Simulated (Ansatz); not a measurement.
# VCuSi3: the cost of one run

Computed with Ansatz 0.2.0 (DFT PBE, scalar-relativistic, plane waves, PAW, unless a step's input says otherwise).

1 further run of the same task is left out (it didn't finish).

## Step 1: The structure to begin with

The structure is tetragonal, space group P4mm (No. 99). Conventional cell: a = 3.909 Å, b = 3.909 Å, c = 3.958 Å, α = 90.00°, β = 90.00°, γ = 90.00°. V (site symmetry 4mm) has 12 Si at 2.74 to 2.82 Å in its first shell of neighbours. Si (site symmetry 4mm) is surrounded by 2 Cu at 1.82 to 2.14 Å and 4 Si at 2.75 Å and 4 V at 2.77 Å. Around Si (site symmetry 2mm) lie 2 Cu at 1.96 Å and 4 V at 2.74 to 2.82 Å and 6 Si at 2.75 to 2.76 Å. Cu (site symmetry 4mm) has 6 Si at 1.82 to 2.14 Å in its first shell of neighbours.

As a file:

```
CELL_PARAMETERS angstrom
3.90872 0.00000 0.00000
0.00000 3.90872 0.00000
0.00000 0.00000 3.95770
ATOMIC_POSITIONS crystal
V 0.00000 0.00000 0.00000
Si 0.50000 0.50000 0.97500
Si 0.00000 0.50000 0.48500
Si 0.50000 0.00000 0.48500
Cu 0.50000 0.50000 0.51500
```

(A quick probe on a coarse mesh, which set the mesh and smearing, is not shown.)

## Step 3: Coarse relaxation

Contents of input.yaml:

```yaml
crystal:
  lattice:
    - [3.9087230676, 0.0, 0.0]
    - [0.0, 3.9087230676, 0.0]
    - [0.0, 0.0, 3.9577045597]
  atoms:
    - { symbol: V, position: [0.0, 0.0, 0.0], spin: 1.96 }
    - { symbol: Si, position: [0.5, 0.5, 0.975] }
    - { symbol: Si, position: [0.0, 0.5, 0.485] }
    - { symbol: Si, position: [0.5, 0.0, 0.485] }
    - { symbol: Cu, position: [0.5, 0.5, 0.515] }
basis:
  ecutwfc: 420
kpoints:
  mp_grid: { grid: [4, 4, 4] }
hamiltonian:
  xc: pbe
scf:
  occupations: { method: gaussian, width: 0.1 }
  lower_state_search: "off"
output:
  forces: true
  stress: true
  eigenvalues: true
  populations: true
magnetization:
  spin_polarized: true
relax:
  adjacent_minimum: "off"
  f_tol: 0.04
  max_steps: 70
  cell: { stress_tol: 0.4 }
```

Launch:

```
ansatz run input.yaml --threads 1 --pin off --max-ram 2560MiB --backend cpu --events-out ev --progress --plain --runs-dir out
```

Q: Estimate wall time and peak memory on 1 thread of Arm Neoverse V2, shared host.

About 5.5 min, with a peak of 0.42 GiB.
